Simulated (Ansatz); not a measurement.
# CH5F2NSi: basis-set convergence

An exercise on one series of results from a longer session: the logs are not shown, and one member is left open.

The runs use Ansatz 0.2.0, Gaussian basis; one geometry, several basis sets.

Levels to be run: PBE0-D4/def2-SVP; ωB97M-V/def2-SVP; PBE0-D4/def2-QZVPP; ωB97M-V/def2-QZVPP; the functionals' def2-TZVPP values are taken from earlier runs.

### Structure used throughout

An earlier PBE0-D4 in a triple-zeta def2 set relaxation fixed the geometry.

SMILES `N[SiH2]C(F)F`, 10 atoms, charge 0, spin multiplicity 1.

Atoms are counted from 1 here; the program's logs count them from 0.

Bond lengths: N1–Si2 1.708 Å, N1–H6 1.006 Å, N1–H7 1.005 Å, Si2–C3 1.917 Å, Si2–H8 1.488 Å, Si2–H9 1.484 Å, C3–F4 1.373 Å, C3–F5 1.367 Å, C3–H10 1.097 Å. Angles: Si2–N1–H6 122.2°, Si2–N1–H7 121.3°, H6–N1–H7 112.2°, N1–Si2–C3 108.6°, N1–Si2–H8 115.9°, N1–Si2–H9 107.6°, C3–Si2–H8 105.1°, C3–Si2–H9 108.8°, H8–Si2–H9 110.6°, Si2–C3–F4 109.2°, Si2–C3–F5 110.6°, Si2–C3–H10 115.1°, F4–C3–F5 107.2°, F4–C3–H10 106.9°, F5–C3–H10 107.4°.

The first run:

in.yaml

```yaml
crystal:
  periodic: [false, false, false]
  atoms:
    - {symbol: N, position_ang: [-0.195269, 0.563169, 1.541335]}
    - {symbol: Si, position_ang: [-0.604140, 0.371664, -0.105915]}
    - {symbol: C, position_ang: [0.776624, -0.643137, -0.964912]}
    - {symbol: F, position_ang: [0.895803, -1.861112, -0.343418]}
    - {symbol: F, position_ang: [0.454748, -0.885669, -2.270884]}
    - {symbol: H, position_ang: [-0.183656, -0.210237, 2.184631]}
    - {symbol: H, position_ang: [-0.314925, 1.444298, 2.009709]}
    - {symbol: H, position_ang: [-1.861905, -0.373692, -0.380344]}
    - {symbol: H, position_ang: [-0.654741, 1.723570, -0.715640]}
    - {symbol: H, position_ang: [1.770560, -0.180053, -0.951760]}
basis:
  gaussian: {orbitals: def2-SVP}
hamiltonian: {xc: pbe0, dispersion: d4}
output: {orbitals: {seedname: orbitals}}
```

On the command line:

```sh
> ansatz run in.yaml --threads 4 --pin off --events-out ev --progress --plain --max-ram 10444MiB
```

Among the steps run: PBE0-D4 in def2-SVP; ωB97M-V in def2-SVP; PBE0-D4 in def2-QZVPP; ωB97M-V in def2-QZVPP.

One table of the session follows, with a row left open; its other results are not shown here.

It belongs to the step «Density functionals: the series». 

```
functional       basis  HOMO (eV)  LUMO (eV)
   PBE0-D4    def2-SVP      -7.40       0.80
   PBE0-D4  def2-TZVPP          ?          ?
   PBE0-D4  def2-QZVPP      -7.68      -0.04
   ωB97M-V    def2-SVP      -9.73       2.62
   ωB97M-V  def2-TZVPP      -9.99       1.74
   ωB97M-V  def2-QZVPP     -10.04       1.32
```

**Question.** Estimate the row for PBE0-D4, def2-TZVPP.

The run gave: HOMO (eV): -7.64; LUMO (eV): 0.17. In the column «HOMO (eV)» it lies between PBE0-D4, def2-QZVPP (-7.68) and PBE0-D4, def2-SVP (-7.40).
